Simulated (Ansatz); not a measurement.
**C3H8SSi: basis-set convergence**

One table from this session's results is given with a row withheld; the runs are named, their logs left out.

The runs use Ansatz 0.2.0, Gaussian basis; one geometry, several basis sets.

Plan: PBE0-D4/def2-SVP; ωB97M-V/def2-SVP; PBE0-D4/def2-QZVPP; ωB97M-V/def2-QZVPP; the functionals' def2-TZVPP values are taken from earlier runs.

## The relaxed structure

The geometry comes from an earlier relaxation with PBE0-D4 in a triple-zeta def2 set; it is a stationary point, not always the lowest conformer.

SMILES `CS[SiH]1CC1`, 13 atoms, charge 0, spin multiplicity 1.

Atoms are counted from 1 here; the program's logs count them from 0.

Bond lengths: C1–S2 1.819 Å, C1–H6 1.089 Å, C1–H7 1.090 Å, C1–H8 1.090 Å, S2–Si3 2.109 Å, Si3–C4 1.841 Å, Si3–C5 1.846 Å, Si3–H9 1.480 Å, C4–C5 1.547 Å, C4–H10 1.085 Å, C4–H11 1.085 Å, C5–H12 1.085 Å, C5–H13 1.086 Å. Angles: S2–C1–H6 110.9°, S2–C1–H7 111.2°, S2–C1–H8 106.6°, H6–C1–H7 110.1°, H6–C1–H8 109.2°, H7–C1–H8 108.8°, C1–S2–Si3 100.4°, S2–Si3–C4 117.7°, S2–Si3–C5 120.4°, S2–Si3–H9 115.6°, C4–Si3–C5 49.6°, C4–Si3–H9 119.4°, C5–Si3–H9 118.2°, Si3–C4–C5 65.4°, Si3–C4–H10 119.3°, Si3–C4–H11 119.0°, C5–C4–H10 116.5°, C5–C4–H11 116.0° and more.

The first run:

File in.yaml:

```yaml
crystal:
  periodic: [false, false, false]
  atoms:
    - {symbol: C, position_ang: [-1.439946, 1.002240, 1.846722]}
    - {symbol: S, position_ang: [0.347676, 0.739187, 1.637336]}
    - {symbol: Si, position_ang: [0.342129, -0.714833, 0.110030]}
    - {symbol: C, position_ang: [1.670819, -0.625044, -1.161197]}
    - {symbol: C, position_ang: [0.267901, -0.208192, -1.663509]}
    - {symbol: H, position_ang: [-1.885072, 1.394235, 0.933067]}
    - {symbol: H, position_ang: [-1.941439, 0.080889, 2.141845]}
    - {symbol: H, position_ang: [-1.555214, 1.735417, 2.644889]}
    - {symbol: H, position_ang: [-0.217211, -2.032895, 0.485192]}
    - {symbol: H, position_ang: [2.077352, -1.544633, -1.569416]}
    - {symbol: H, position_ang: [2.408335, 0.167829, -1.095509]}
    - {symbol: H, position_ang: [0.144509, 0.841467, -1.908872]}
    - {symbol: H, position_ang: [-0.199439, -0.870468, -2.385778]}
basis:
  gaussian: {orbitals: def2-SVP}
hamiltonian: {xc: pbe0, dispersion: d4}
output: {orbitals: {seedname: orbitals}}
```

Launch:

```sh
ansatz run in.yaml --threads 4 --pin off --events-out ev --progress --plain --max-ram 10444MiB
```

Among the steps run: PBE0-D4 in def2-SVP; ωB97M-V in def2-SVP; PBE0-D4 in def2-QZVPP; ωB97M-V in def2-QZVPP.

One of the session's tables, all rows but one given; the rest of the session is left out.

```
functional       basis  HOMO (eV)  LUMO (eV)
   PBE0-D4    def2-SVP      -6.62       0.33
   PBE0-D4  def2-TZVPP      -6.66      -0.04
   PBE0-D4  def2-QZVPP      -6.67      -0.20
   ωB97M-V    def2-SVP          ?          ?
   ωB97M-V  def2-TZVPP      -8.80       1.69
   ωB97M-V  def2-QZVPP      -8.82       1.30
```

Q: Estimate the row for ωB97M-V, def2-SVP from the others.

**Answer.** HOMO (eV): -8.75; LUMO (eV): 2.24. In the column «HOMO (eV)» it lies between ωB97M-V, def2-TZVPP (-8.80) and PBE0-D4, def2-QZVPP (-6.67).
